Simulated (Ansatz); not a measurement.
# CH₃BFGa: a ladder of functionals and wavefunction methods

An exercise on one series of results from a longer session: the logs are not shown, and one member is left open.

Method: functionals in def2-TZVPP, the program's frozen cores in correlated methods; program: Ansatz 0.2.0, Gaussian basis.

Levels to be run: LDA (SPW92), PBE-D4, revPBE-D4, BLYP-D4, r2SCAN-D4, B97M-V, PBE0-D4, B3LYP-D4, r2SCANh-D4, r2SCAN0-D4, HSE06-D4, BHLYP-D4, CAM-B3LYP-D4, LC-ωPBE, ωB97X-V, ωB97M-V, B2PLYP, PBE-QIDH; CCSD(T)/def2-SVP; CCSD(T)/def2-TZVPP; MP2/def2-QZVPP; extrapolation to the limit; RPA on PBE.

## The relaxed structure

The geometry comes from an earlier relaxation with PBE0-D4 in a triple-zeta def2 set; it is a stationary point, not always the lowest conformer.

7 atoms, charge 0, spin multiplicity 1.

Atoms are counted from 1 here; the program's logs count them from 0.

Bond lengths: F1–C2 1.405 Å, C2–B3 1.448 Å, C2–Ga4 2.379 Å, C2–H5 1.084 Å, B3–Ga4 2.396 Å, B3–H6 1.219 Å, B3–H7 1.195 Å. Angles: F1–C2–B3 120.7°, F1–C2–Ga4 73.5°, F1–C2–H5 108.4°, B3–C2–Ga4 73.0°, B3–C2–H5 130.8°, Ga4–C2–H5 122.0°, C2–B3–Ga4 71.7°, C2–B3–H6 118.9°, C2–B3–H7 120.9°, Ga4–B3–H6 73.0°, Ga4–B3–H7 122.4°, H6–B3–H7 120.0°, C2–Ga4–B3 35.3°.

The first run:

Contents of in.yaml:

```yaml
crystal:
  periodic: [false, false, false]
  atoms:
    - {symbol: F, position_ang: [-0.990178, -1.421256, 0.147072]}
    - {symbol: C, position_ang: [0.184012, -0.743890, -0.223030]}
    - {symbol: B, position_ang: [0.538438, 0.515460, 0.398575]}
    - {symbol: Ga, position_ang: [-1.617919, 0.758431, -0.617540]}
    - {symbol: H, position_ang: [0.658059, -1.295732, -1.027033]}
    - {symbol: H, position_ang: [-0.203118, 0.984401, 1.245134]}
    - {symbol: H, position_ang: [1.492006, 1.134586, 0.031322]}
basis:
  gaussian: {orbitals: def2-TZVPP}
hamiltonian: {xc: lda}
output: {orbitals: {seedname: orbitals}}
```

On the command line:

```console
ansatz run in.yaml --threads 2 --pin off --events-out ev --progress --plain --max-ram 4352MiB
```

Among the steps run: LDA; PBE-D4 (GGA); revPBE-D4 (GGA); BLYP-D4 (GGA); r2SCAN-D4 (meta-GGA); B97M-V (meta-GGA); PBE0-D4 (hybrid); B3LYP-D4 (hybrid); r2SCANh-D4 (hybrid); r2SCAN0-D4 (hybrid); HSE06-D4 (hybrid); BHLYP-D4 (hybrid); CAM-B3LYP-D4 (range-separated); LC-ωPBE (range-separated); ωB97X-V (range-separated); ωB97M-V (range-separated); B2PLYP (double hybrid); PBE-QIDH (double hybrid).

One table of the session follows, with a row left open; its other results are not shown here.

```
  functional  HOMO (eV)  LUMO (eV)  gap (eV)
 LDA (SPW92)      -5.65      -2.83      2.82
      PBE-D4      -5.46      -2.59      2.87
   revPBE-D4      -5.39      -2.49      2.90
     BLYP-D4      -5.30      -2.49      2.81
   r2SCAN-D4      -5.65      -2.43      3.22
      B97M-V      -5.61      -2.46      3.15
     PBE0-D4      -6.40      -1.82      4.58
    B3LYP-D4      -6.22      -2.04      4.18
  r2SCANh-D4      -6.01      -2.15      3.85
  r2SCAN0-D4      -6.54      -1.74      4.80
    HSE06-D4      -6.01      -2.19      3.82
    BHLYP-D4      -7.21      -1.03      6.18
CAM-B3LYP-D4          ?          ?         ?
     LC-ωPBE      -8.85       0.20      9.05
     ωB97X-V      -8.52       0.12      8.63
     ωB97M-V      -8.44      -0.05      8.39
```

**Question.** Estimate the row for CAM-B3LYP-D4.

As computed: HOMO (eV): -7.61; LUMO (eV): -0.87; gap (eV): 6.74. In the column «HOMO (eV)» it lies between ωB97M-V (-8.44) and BHLYP-D4 (-7.21).
